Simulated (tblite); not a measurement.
# C7H17AlO: the cost of one run

The runs use tblite 0.8.0 and PySCF 2.14.0, with density-fitted response routines of our own; the level of theory stands in each step. All values are computed, except where a source is named. Atoms count from 0, in the outputs and in this text.

**1. Starting geometry**

26 atoms, charge 0, multiplicity 1; geometry from: force field or distance geometry start.

Bonds of the start (Å): C0–C1 1.55, C1–C2 1.47, C2–C3 1.46, C3–C4 1.49, C4–C5 1.53, C5–C6 1.52, C6–O7 1.43, O7–Al8 1.82, O7–C3 1.37, C0–H9 1.08, C0–H10 1.10, C0–H11 1.13, C1–H12 1.11, C1–H13 1.07, C2–H14 1.11, C2–H15 1.13, C3–H16 1.14, C4–H17 1.09, C4–H18 1.11, C5–H19 1.10, C5–H20 1.11, C6–H21 1.11, C6–H22 1.09, Al8–H23 1.58, Al8–H24 1.61, Al8–H25 1.62.

**2. Geometry optimisation with GFN2-xTB**

Job settings and geometry (Å):

```
{"job": {"kind": "relax", "xc": "GFN2-xTB", "basis": "xTB"}, "charge": 0, "multiplicity": 1}
C      3.462400     0.419700    -0.139900
C      1.939300     0.667800    -0.292300
C      1.298900    -0.545800     0.236300
C     -0.154400    -0.683100     0.254100
C     -0.913800    -0.627200    -1.027500
C     -2.306200    -0.973900    -0.486400
C     -2.114200    -0.717600     0.999100
O     -0.926800     0.065400     1.097100
Al    -1.452500     1.687700     0.449700
H      3.904900     0.050000    -1.054500
H      3.980700     1.304700     0.249100
H      3.588200    -0.397900     0.627600
H      1.794200     0.719500    -1.391000
H      1.682400     1.633600     0.101800
H      1.719100    -1.404200    -0.333300
H      1.676900    -0.704600     1.294000
H     -0.340600    -1.750300     0.614200
H     -0.941800     0.348800    -1.516800
H     -0.533900    -1.393400    -1.727300
H     -2.442400    -2.046900    -0.672100
H     -3.097600    -0.336500    -0.922900
H     -1.848000    -1.699800     1.446700
H     -2.973200    -0.231500     1.467500
H     -0.515300     2.246500    -0.696100
H     -1.556100     2.798700     1.603500
H     -2.951100     1.592900    -0.167300
```

Command:

```
$ OMP_NUM_THREADS=1 python probes_run.py task.json out
```

The driver reads the jobs from task.json and runs them one after another.

Q: Estimate the wall time and peak memory of this first job on 1 thread of Arm Neoverse V2, shared host.

About 1.7 s, with a peak of 0.18 GiB.
